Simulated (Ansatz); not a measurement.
**Cl4FHW: molecular dynamics**

Aim: follow the molecule's vibrations and see whether its bonds hold. The start is relaxed first. Runs: 290 steps of 1 fs under a Nosé-Hoover thermostat at 1000 K.

Method: RKS B3LYP-D4/def2-SVP, in Ansatz 0.2.0.

## Step 1: The system as given

Bond lengths: W1–H2 1.720 Å, W1–Cl3 2.390 Å, W1–Cl4 2.390 Å, W1–Cl5 2.390 Å, W1–F6 1.850 Å, W1–Cl7 2.390 Å. Angles (14 of 15 angles, heavy atoms first): Cl3–W1–Cl4 90.0°, Cl3–W1–Cl5 180.0°, Cl3–W1–F6 90.0°, Cl3–W1–Cl7 90.0°, Cl4–W1–Cl5 90.0°, Cl4–W1–F6 180.0°, Cl4–W1–Cl7 90.0°, Cl5–W1–F6 90.0°, Cl5–W1–Cl7 90.0°, F6–W1–Cl7 90.0°, H2–W1–Cl3 90.0°, H2–W1–Cl4 90.0°, H2–W1–Cl5 90.0°, H2–W1–F6 90.0°.

Coordinates:

```xyz
7

W     0.0000    0.0000    0.0000
H     0.0000    0.0000    1.7200
Cl    2.3900    0.0000    0.0000
Cl    0.0000    2.3900    0.0000
Cl   -2.3900    0.0000    0.0000
F     0.0000   -1.8500    0.0000
Cl    0.0000    0.0000   -2.3900
```

## Step 2: Relaxing the start

File input.yaml:

```yaml
crystal:
  periodic: [false, false, false]
  atoms:
    - { symbol: W, position_ang: [0.0, 0.0, 0.0] }
    - { symbol: H, position_ang: [0.0, 0.0, 1.72] }
    - { symbol: Cl, position_ang: [2.39, 0.0, 0.0] }
    - { symbol: Cl, position_ang: [0.0, 2.39, 0.0] }
    - { symbol: Cl, position_ang: [-2.39, 0.0, 0.0] }
    - { symbol: F, position_ang: [0.0, -1.85, 0.0] }
    - { symbol: Cl, position_ang: [0.0, 0.0, -2.39] }
basis:
  gaussian: { orbitals: def2-SVP }
hamiltonian:
  xc: b3lyp
  dispersion: d4
relax:
  f_tol: 0.02
  max_steps: 40
output:
  orbitals: {}
```

Started as:

```bash
ansatz run input.yaml --threads 2 --pin off --max-ram 3072MiB --backend cpu --events-out ev --progress --plain --runs-dir out
```

Further steps of the session: Dynamics.

Q: Predict the outcome of this session. Wanted: relaxation of the start; temperature, first and last step; temperature, second half; potential energy, second half; largest change of the conserved energy; bonds formed or broken.

**Answer**, as computed:

| quantity | value |
| --- | --- |
| relaxation of the start | 9 moves, 0.582 eV lower |
| length | 290 steps of 1 fs |
| temperature, first and last step | 1000 and 1144 K |
| temperature, second half | mean 1003 K, from 854 to 1273 K |
| potential energy, second half | +87 meV/atom from the start |
| largest change of the conserved energy | 0.23 meV/atom |
| bonds formed or broken | 0 |

What this shows: Against a set 1000 K the second half averages 1003 K with a spread of 85 K. A thermostat time of 3 fs is as short as the fastest vibrations or shorter, so the thermostat can drive swings of its own. The conserved energy strays from its start by at most 0.23 meV/atom, 0.2 % of the mean kinetic energy, so a step of 1 fs is short enough over this time. The bonding pattern survives the run. A run of 290 fs with 7 atoms shows the motion but fixes no equilibrium value. The nuclei move classically, without zero-point motion, which matters most for hydrogen.
